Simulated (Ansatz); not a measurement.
**BeF+ (triplet): the correlation ladder at distance F1–Be2 = 2.084 Å, cc-pVTZ**

How much of the correlation energy of BeF+ (triplet) does each wave-function method recover here?

The runs use Ansatz 0.2.0, Gaussian basis; cc-pVTZ, core rule «outside noble gas», up to 2 orbitals frozen.

The runs, in order: UHF; CCSD(T) on ROHF; CCSD(T) on UHF; BCCD(T) on ROHF; CISD; CCSDT(Q) on ROHF; CCSDT(Q) on UHF; CASSCF and MRCISD+Q, 4 electrons in 4 orbitals; CASSCF and NEVPT2, 4 electrons in 4 orbitals.

21 further runs of the same task are left out: 12 for a known fault of the program, 8 that didn't finish, 1 set aside as unsound or not needed.

### Step 1. The geometry

The geometry derives from a PBE0/def2-TZVP stationary point (not a proven minimum). One bond is set to the value named and the two fragments are kept rigid.

2 atoms, charge 1, spin multiplicity 3.

Atoms are counted from 1 here; the program's logs count them from 0.

No contacts short enough for the rule that draws bonds.

### Step 2. UHF

The input, in.yaml:

```yaml
crystal:
  periodic: [false, false, false]
  atoms:
    - {symbol: F, position_ang: [0.000000, 0.000000, 0.000000]}
    - {symbol: Be, position_ang: [0.000000, 0.000000, 2.084000]}
basis:
  gaussian: {orbitals: cc-pVTZ}
total_charge: 1
magnetization: {spin_polarized: true, initial_magnetization: 2}
hamiltonian: {xc: hf}
output: {orbitals: {seedname: orbitals}}
```

Launch:

```
> ansatz run in.yaml --threads 1 --pin off --events-out ev --progress --plain --max-ram 2393MiB
```

The runs that follow: CCSD(T) on ROHF; CCSD(T) on UHF; BCCD(T) on ROHF; CISD; CCSDT(Q) on ROHF; CCSDT(Q) on UHF; CASSCF and MRCISD+Q, 4 electrons in 4 orbitals; CASSCF and NEVPT2, 4 electrons in 4 orbitals.

**Question.** What will the summary of the whole plan be? Wanted: UCCSDT(Q) below the RHF energy; RMP2 from UCCSDT(Q); UMP2 from UCCSDT(Q); RCCSD from UCCSDT(Q); RCCSD(T) from UCCSDT(Q); UCCSD(T) from UCCSDT(Q); RCCSDT(Q) from UCCSDT(Q); NEVPT2 pair from UCCSDT(Q); MRCISD+Q pair from UCCSDT(Q).

**Answer**, as computed:

| quantity | value |
| --- | --- |
| UCCSDT(Q) below the RHF energy | -6.1616 eV |
| RMP2 from UCCSDT(Q) | +442.4 meV |
| UMP2 from UCCSDT(Q) | +448.6 meV |
| RCCSD from UCCSDT(Q) | +133.4 meV |
| RCCSD(T) from UCCSDT(Q) | +12.0 meV |
| UCCSD(T) from UCCSDT(Q) | +9.7 meV |
| RCCSDT(Q) from UCCSDT(Q) | +3.0 meV |
| NEVPT2 pair from UCCSDT(Q) | +406.6 meV |
| MRCISD+Q pair from UCCSDT(Q) | +44.9 meV |
| levels within 1 kcal/mol (43 meV) | RCCSD(T), UCCSD(T), BCCD(T), RCCSDT, UCCSDT, RCCSDT(Q) |
| T1 diagnostic | 0.014 |

**Reading.** RCCSD(T) lands +12.0 meV from the yardstick (0.2 % of the correlation energy). Of the multireference levels listed MRCISD+Q pair comes nearest in total energy (+44.9 meV), which doesn't show that its space is the better one. These misses are within one basis, not against nature; the frozen cores of restricted and unrestricted runs differ, which can shift their rows.
